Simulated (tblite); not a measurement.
# C3H16F2N4Si4: the cost of one run

Programs: PySCF 2.14.0 with density-fitted response routines of our own, and tblite 0.8.0. All values are computed, except where a source is named. Atoms count from 0 throughout.

### Step 1. The molecule as given

29 atoms, charge 0, multiplicity 1; geometry from: MMFF94s geometry. This is the first candidate.

Bonds of the start (Å): C0–H13 1.10, C0–H14 1.10, C0–H15 1.10, C0–Si1 1.85, C4–H19 1.10, C4–H20 1.10, C4–H21 1.10, C7–H23 1.09, C7–H24 1.09, C7–H25 1.10, N12–H28 1.03, N2–H17 1.02, N2–Si3 1.69, N5–H22 1.01, N5–Si6 1.67, N9–H26 1.01, N9–Si10 1.67, Si10–F11 1.60, Si10–H27 1.48, Si10–N12 1.67, Si1–H16 1.46, Si1–N12 1.66, Si1–N2 1.69, Si3–C4 1.82 and more.

### Step 2. GFN2-xTB relaxation, isomer A, conformer 1

What the job is given:

```
{"job": {"xc": "GFN2-xTB", "basis": "xTB", "kind": "relax"}, "charge": 0, "multiplicity": 1}
C     -2.784400    -0.317400     1.949000
Si    -1.861900    -0.070200     0.364000
N     -0.536100     0.943300     0.619600
Si     0.269100     1.604500    -0.705700
C     -0.765800     2.634600    -1.798800
N      1.058700     0.380000    -1.518200
Si     2.014300    -0.703100    -0.674800
C      2.777500    -0.230400     0.931200
F      3.251900    -0.964500    -1.666800
N      1.130700    -2.131500    -0.748000
Si    -0.064000    -2.284600     0.404900
F     -0.394800    -3.847200     0.482700
N     -1.371100    -1.518600    -0.293200
H     -3.169200     0.638800     2.326100
H     -3.656200    -0.966600     1.803800
H     -2.170300    -0.752300     2.745900
H     -2.757500     0.585300    -0.585800
H     -0.846000     1.709400     1.210400
H      1.313300     2.456500    -0.103100
H     -0.145000     3.141300    -2.553400
H     -1.296900     3.420300    -1.241600
H     -1.516100     2.049700    -2.341200
H      1.636300     0.759500    -2.257600
H      3.401300    -1.046500     1.310200
H      3.411800     0.651900     0.819400
H      2.032900    -0.006500     1.715700
H      1.767300    -2.912700    -0.667700
H      0.338000    -1.817600     1.754900
H     -1.087700    -1.377600    -1.271300
```

Started as:

```
$ OMP_NUM_THREADS=1 python ens_run.py task.json out
```

One launch serves the whole session.

**Question.** How long does this first job take on 1 thread of Arm Neoverse V1, shared host?

About 8 s.
